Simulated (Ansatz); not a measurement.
Crystal: FeCoSe2.

```
Se Co Fe
1.0
     3.58068    0.00000    0.00000
    -1.79034    3.10096    0.00000
     0.00000    0.00000    5.23741
Se Co Fe
2 1 1
Direct
  0.66667 0.33333 0.75210
  0.33333 0.66667 0.24790
  0.00000 0.00000 0.50000
  0.00000 0.00000 0.00000
```

The cell comes from a database or a generator and needn't be the stable form of this composition.

```yaml
Program: Ansatz 0.2.0
Task: single point
Functional: PBE
Potentials_or_basis: Ansatz PAW
Cutoff: "420 eV (not typed: the program's choice for these potentials)"
k_mesh: 9 × 9 × 5
Occupations: fermi-dirac, width 0.05 eV
Spin: collinear spin, ferromagnetic start
Starting_moments: "[0.0, 0.0, 2.0, 3.0] μB"
```

On this cell: pressure 0.9 GPa; largest force 0.090 eV/Å; net moment 0.82 μB per cell; site moments Se -0.00; Co -0.10; Fe +0.93 μB; band gap on the k mesh none (metal or under the smearing width).

The same run follows on a disturbed copy (atoms moved at random, drawn with an rms of 0.05 Å):

```
Se Co Fe
1.0
     3.58068    0.00000    0.00000
    -1.79034    3.10096    0.00000
     0.00000    0.00000    5.23741
Se Co Fe
2 1 1
Cartesian
  1.7616 1.0726 3.9476
  -0.0275 2.0712 1.3125
  0.0393 -0.0203 2.6150
  -0.0291 -0.0050 -0.0236
```

**Question.** What does the disturbed cell give?

**Answer.** The energy (extrapolated to zero smearing) moves by +4.3 meV/atom; pressure 1.0 GPa; largest force 0.375 eV/Å; net moment 0.76 μB per cell; site moments Se -0.01, -0.00; Co -0.10; Fe +0.86 μB; band gap on the k mesh none (metal or under the smearing width).

Forces on the atoms (eV/Å):
```
Se   0.132 -0.344 -0.070
Se   0.173 -0.013 -0.050
Co  -0.189  0.170 -0.031
Fe  -0.116  0.187  0.151
```

Stress tensor (GPa, compression positive):
```
 0.68 -0.14 -0.30
-0.14  1.46  0.35
-0.30  0.35  0.87
```

Caveats: the starting moments weren't kept.
